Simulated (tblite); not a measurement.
# CH10GeO2Si2: the cost of one run

Computed with tblite 0.8.0 and PySCF 2.14.0; each step states its level. No surroundings beyond the atoms listed, unless a continuum is named. Atoms count from 0, parts from 1.

## Step 1: The system as given

16 atoms, charge 0, multiplicity 1; geometry: distance geometry start.

## Step 2: Geometry optimisation with GFN2-xTB

What the job is given:

```
{"job": {"kind": "relax", "xc": "GFN2-xTB", "basis": "xTB"}, "charge": 0, "multiplicity": 1}
C     -0.743649     0.794604    -0.327910
O     -1.478023     1.132072     0.832315
Si    -3.205773     1.545306     0.825765
O     -1.275725    -0.336131    -0.908384
Si    -1.711603    -1.839395    -0.044903
Ge     1.082206     0.445600     0.171641
H     -0.781461     1.595908    -0.983303
H     -3.606837     1.826092     2.146852
H     -3.969139     0.481171     0.297581
H     -3.394300     2.712533     0.038638
H     -0.569012    -2.686661     0.003581
H     -2.749341    -2.479905    -0.749332
H     -2.131066    -1.508183     1.265481
H      1.639896    -0.710749    -0.583674
H      1.922913     1.689061    -0.131508
H      1.192619     0.193010     1.662576
```

With the program's defaults for keys left out, this is: GFN2-xTB geometry optimisation, gas phase.

On the command line:

```
$ OMP_NUM_THREADS=1 python cluster_run.py task.json out
```

This one command runs all jobs of the session in turn.

**Question.** How long does this first job take on 1 thread of Arm Neoverse V1, shared host?

About 4.3 s.
